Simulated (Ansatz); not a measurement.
# V: properties at the relaxed cell

An exercise on one series of results from a longer session: the logs are not shown, and one member is left open.

Method: DFT PBE, scalar-relativistic, plane waves, PAW, in Ansatz 0.2.0.

1 further run of the same task is left out (set aside as unsound or not needed).

## Starting point

Symmetry: Im-3m, No. 229, cubic system. The conventional cell has a = 2.997 Å, b = 2.997 Å, c = 2.997 Å, α = 90.00°, β = 90.00°, γ = 90.00°. Around V (site symmetry m-3m) lie 8 V at 2.60 Å.

As a file:

```
CELL_PARAMETERS angstrom
-1.49861 1.49861 1.49861
1.49861 -1.49861 1.49861
1.49861 1.49861 -1.49861
ATOMIC_POSITIONS crystal
V 0.00000 0.00000 0.00000
```

It is the result of an earlier relaxation at this level (volume 13.46 Å³/atom; gap on the mesh: none (metal)).

Set-up of the first run:

input.yaml reads:

```yaml
crystal:
  lattice:
    - [-1.4986106533, 1.4986106533, 1.4986106533]
    - [1.4986106533, -1.4986106533, 1.4986106533]
    - [1.4986106533, 1.4986106533, -1.4986106533]
  atoms:
    - { symbol: V, position: [0.0, 0.0, 0.0] }
basis:
  ecutwfc: 420
kpoints:
  mp_grid: { grid: [20, 20, 20] }
  band_path:
    path:
      - [[0.0, 0.0, 0.0], [0.5, -0.5, 0.5], [0.0, 0.0, 0.5], [0.0, 0.0, 0.0], [0.25, 0.25, 0.25], [0.5, -0.5, 0.5]]
      - [[0.25, 0.25, 0.25], [0.0, 0.0, 0.5]]
    npoints: 14
hamiltonian:
  xc: pbe
scf:
  occupations: { method: gaussian, width: 0.1 }
  n_extra_bands: 6
output:
  forces: true
  stress: true
  eigenvalues: true
  populations: true
  dos: { projected: true, de: 0.02, nscf_kmesh: { grid: [30, 30, 30] } }
  bader: true
  write_density: true
  write_potential: true
  elf: true
  volumetric_format: npy
```

Launch:

```bash
> ansatz run input.yaml --threads 1 --pin off --max-ram 2560MiB --backend cpu --events-out ev --progress --plain --runs-dir out
```

Steps of the session up to this table: Electronic structure at the relaxed geometry; The cell as listed, for comparison; Point at V/V0 = 0.97; The cell scaled to 1.03 of its volume; Volume × 0.94; The cell scaled to 1.06 of its volume; Point at V/V0 = 0.91; The cell scaled to 1.10 of its volume; Point at V/V0 = 0.88.

One of the session's tables, all rows but one given; the rest of the session is left out.

It belongs to the step «Equation of state». 

```
volume (Å³/atom)  energy above the lowest point (meV/atom)  pressure (GPa)
          11.847                                     134.2           29.57
          12.251                                      71.5           20.53
          12.655                                      30.1           12.68
          13.059                                         ?               ?
          13.463                                       0.0           -0.04
          13.866                                       6.8           -5.15
          14.270                                      25.6           -9.56
          14.809                                      66.6          -14.52
```

Q: Estimate the row for volume (Å³/atom) = 13.059 from the others.

Worked estimate for «energy above the lowest point (meV/atom)». A straight line through the neighbours (12.655, 30.1) and (13.463, 0.0) gives 30.1 + (0.0 − 30.1) × (13.059 − 12.655) / (13.463 − 12.655) = 15.1; a parabola fitted to 4 rows on both sides gives 7.0.

**Answer.** energy above the lowest point (meV/atom): 7.0; pressure (GPa): 5.86. In «energy above the lowest point (meV/atom)» the line misses by +8.1 and the parabola by 0.0.
